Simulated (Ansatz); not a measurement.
# B8Au: the cost of one run

Method: DFT PBE, scalar-relativistic, plane waves, PAW, in Ansatz 0.2.0.

## Step 1: Starting point

Symmetry: Pm-3m, No. 221, cubic system. Conventional cell: a = 4.146 Å, b = 4.146 Å, c = 4.146 Å, α = 90.00°, β = 90.00°, γ = 90.00°. Around B (site symmetry 3m) lie 1 Au at 1.74 Å. Around Au (site symmetry m-3m) lie 8 B at 1.74 Å.

Coordinates:

```
CELL_PARAMETERS angstrom
4.14628 0.00000 0.00000
0.00000 4.14628 0.00000
0.00000 0.00000 4.14628
ATOMIC_POSITIONS crystal
B 0.74199 0.74199 0.74199
B 0.25801 0.25801 0.74199
B 0.25801 0.74199 0.25801
B 0.74199 0.25801 0.25801
B 0.74199 0.74199 0.25801
B 0.25801 0.25801 0.25801
B 0.74199 0.25801 0.74199
B 0.25801 0.74199 0.74199
Au 0.50000 0.50000 0.50000
```

A structure generator made this guess: random cell by space group and Wyckoff sites (Pm-3m, No. 221). The dimensions are guesses.

## Step 2: A first look at the guess

input.yaml

```yaml
crystal:
  lattice:
    - [4.14628149, 0.0, 0.0]
    - [0.0, 4.14628149, 0.0]
    - [0.0, 0.0, 4.14628149]
  atoms:
    - { symbol: B, position: [0.74198976, 0.74198976, 0.74198976] }
    - { symbol: B, position: [0.25801024, 0.25801024, 0.74198976] }
    - { symbol: B, position: [0.25801024, 0.74198976, 0.25801024] }
    - { symbol: B, position: [0.74198976, 0.25801024, 0.25801024] }
    - { symbol: B, position: [0.74198976, 0.74198976, 0.25801024] }
    - { symbol: B, position: [0.25801024, 0.25801024, 0.25801024] }
    - { symbol: B, position: [0.74198976, 0.25801024, 0.74198976] }
    - { symbol: B, position: [0.25801024, 0.74198976, 0.74198976] }
    - { symbol: Au, position: [0.5, 0.5, 0.5] }
basis:
  ecutwfc: 420
kpoints:
  mp_grid: { grid: [4, 4, 4] }
hamiltonian:
  xc: pbe
scf:
  occupations: { method: gaussian, width: 0.1 }
  lower_state_search: "off"
output:
  forces: true
  stress: true
  eigenvalues: true
```

Launch:

```
$ ansatz run input.yaml --threads 1 --pin off --max-ram 2048MiB --backend cpu --events-out ev --progress --plain --runs-dir out
```

Q: Estimate wall time and peak memory on 1 thread of Arm Neoverse V1, shared host.

About 1.8 s, with a peak of 0.31 GiB.
